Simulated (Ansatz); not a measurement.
# Te (hcp type): how the settings move a single-point run

Question: which choices in the input matter for Te (hcp type)?

Program: Ansatz 0.2.0. Level of theory: reference: DFT, PBEsol, PAW with Ansatz's default frozen-core files, scalar-relativistic. These are calculated values, not measurements.

## Step 1: The system as given

Symmetry: P6_3/mmc, No. 194, hexagonal system. Conventional cell: a = 3.318 Å, b = 3.318 Å, c = 4.702 Å, α = 90.00°, β = 90.00°, γ = 120.00°. Te (site symmetry -6m2) has 12 Te at 3.03 to 3.32 Å as nearest neighbours.

Structure file:

```xyz
2
Lattice="3.3179 0.0000 0.0000 -1.6590 2.8734 0.0000 0.0000 0.0000 4.7019" Properties=species:S:1:pos:R:3 pbc="T T T"
Te    0.0000    1.9156    1.1755
Te    1.6590    0.9578    3.5264
```

## Step 2: Baseline

input.yaml reads:

```yaml
crystal:
  lattice:
    - [3.3179174489, 0.0, 0.0]
    - [-1.6589587244, 2.8734007984, 0.0]
    - [0.0, 0.0, 4.701927858]
  atoms:
    - { symbol: Te, position: [0.3333333333, 0.6666666667, 0.25] }
    - { symbol: Te, position: [0.6666666667, 0.3333333333, 0.75] }
kpoints:
  mp_grid: { grid: [14, 14, 8] }
scf:
  occupations: { method: fermi_dirac, width: 0.08 }
hamiltonian:
  xc: pbesol
  pseudopotentials: { kind: paw }
output:
  forces: true
  stress: true
  eigenvalues: true
  populations: true
```

Launch:

```sh
$ ansatz run input.yaml --threads 1 --pin off --max-ram 2048MiB --backend cpu --events-out ev --progress --plain --runs-dir out
```

## Step 3: Changed: chi_scale 0.1

input.yaml, as its differences from that of step 2:

```diff
@@ -12,2 +12,3 @@
   occupations: { method: fermi_dirac, width: 0.08 }
+  initial_density: { chi_scale: 0.1 }
 hamiltonian:
```

Q: Predict the outcome of this session. Wanted: for each run, ending; energy change; pressure; gap; force.

**Answer**, as computed:

```tsv
run	ending	energy change	pressure (GPa)	gap (eV)	force (eV/Å)	cycles	time
reference	converged	0	19.4	0.00	0.00	7	12 s
1: chi_scale 0.1	converged	0.0 meV/atom	19.4	0.00	0.00	6	11 s
```

Residual by cycle in the longest SCF loop of each run; runs are numbered as in the table. The quantity is the density residual dr2, in eV.

```tsv
cycle	reference	run 1
1	0.00203	0.0287
2	7.6e-4	0.0126
3	2.2e-5	3.2e-5
4	1.9e-5	3.3e-5
5	3.2e-6	3.8e-6
6	1.4e-7	4.6e-8
7	2.4e-9	-
```

The changed start doesn't alter the result here (within 0.5 meV/atom). Cost: 6 SCF cycles against 7. Semilocal functionals close small gaps, so the missing gap need not be the real solid's. The structure is not at rest: the sound run finds 19 GPa, so these are no properties of the relaxed crystal. 
